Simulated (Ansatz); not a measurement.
# CH₄ClFGe: up Jacob's ladder to CCSD(T)

The task here is to estimate one member of a computed series from the others.

Method: functionals in def2-TZVPP, the program's frozen cores in correlated methods; program: Ansatz 0.2.0, Gaussian basis.

Levels to be run: PBE-D4, r2SCAN-D4, PBE0-D4, B3LYP-D4, ωB97X-V, ωB97M-V, B2PLYP; CCSD(T)/def2-TZVPP; MP2/def2-QZVPP; extrapolation to the limit.

## Structure used throughout

All runs share one geometry, relaxed beforehand with PBE0-D4 in a triple-zeta def2 set.

SMILES `[F][GeH2][CH2]Cl`, 8 atoms, charge 0, spin multiplicity 1.

Atoms are counted from 1 here; the program's logs count them from 0.

Bond lengths: F1–Ge2 1.741 Å, Ge2–C3 1.955 Å, Ge2–H5 1.532 Å, Ge2–H6 1.538 Å, C3–Cl4 1.777 Å, C3–H7 1.090 Å, C3–H8 1.090 Å. Angles: F1–Ge2–C3 105.9°, F1–Ge2–H5 106.8°, F1–Ge2–H6 105.9°, C3–Ge2–H5 112.3°, C3–Ge2–H6 111.4°, H5–Ge2–H6 113.8°, Ge2–C3–Cl4 111.3°, Ge2–C3–H7 110.8°, Ge2–C3–H8 109.8°, Cl4–C3–H7 108.1°, Cl4–C3–H8 108.1°, H7–C3–H8 108.7°.

As a file:

```xyz
8
charge 0, multiplicity 1
F    -1.9708    0.7783   -0.1964
Ge   -0.2420    0.9137   -0.0475
C     0.4211   -0.9100    0.1916
Cl    0.3373   -1.8300   -1.3260
H     0.2655    1.5518   -1.3444
H     0.0069    1.7709    1.2048
H     1.4585   -0.9037    0.5270
H    -0.1841   -1.4280    0.9352
```

Set-up of the first run:

in.yaml

```yaml
crystal:
  periodic: [false, false, false]
  atoms:
    - {symbol: F, position_ang: [-1.970840, 0.778258, -0.196397]}
    - {symbol: Ge, position_ang: [-0.242006, 0.913722, -0.047518]}
    - {symbol: C, position_ang: [0.421081, -0.910037, 0.191646]}
    - {symbol: Cl, position_ang: [0.337262, -1.829997, -1.326029]}
    - {symbol: H, position_ang: [0.265493, 1.551758, -1.344400]}
    - {symbol: H, position_ang: [0.006863, 1.770926, 1.204771]}
    - {symbol: H, position_ang: [1.458495, -0.903695, 0.527010]}
    - {symbol: H, position_ang: [-0.184149, -1.428035, 0.935218]}
basis:
  gaussian: {orbitals: def2-TZVPP}
hamiltonian: {xc: pbe, dispersion: d4}
output: {forces: true, orbitals: {seedname: orbitals}}
```

Started as:

```console
$ ansatz run in.yaml --threads 4 --pin off --events-out ev --progress --plain --max-ram 10444MiB
```

Steps of the session up to this table: PBE-D4 (GGA); r2SCAN-D4 (meta-GGA); PBE0-D4 (hybrid); B3LYP-D4 (hybrid); ωB97X-V (range-separated); ωB97M-V (range-separated); B2PLYP (double hybrid); CCSD(T) in def2-TZVPP; MP2 in def2-QZVPP.

One of the session's tables, all rows but one given; the rest of the session is left out.

```
            method  atomisation energy (kJ/mol)
            PBE-D4                       2595.1
         r2SCAN-D4                       2571.0
           PBE0-D4                       2551.4
          B3LYP-D4                       2540.9
           ωB97X-V                       2577.9
           ωB97M-V                            ?
            B2PLYP                       2527.4
     HF/def2-TZVPP                       1855.8
    MP2/def2-TZVPP                       2556.6
   CCSD/def2-TZVPP                       2475.4
CCSD(T)/def2-TZVPP                       2515.1
           MP2/CBS                       2617.0
       CCSD(T)/CBS                       2575.6
```

**Question.** Estimate the row for ωB97M-V.

**Answer.** atomisation energy (kJ/mol): 2559.3. In the column «atomisation energy (kJ/mol)» it lies between MP2/def2-TZVPP (2556.6) and r2SCAN-D4 (2571.0).
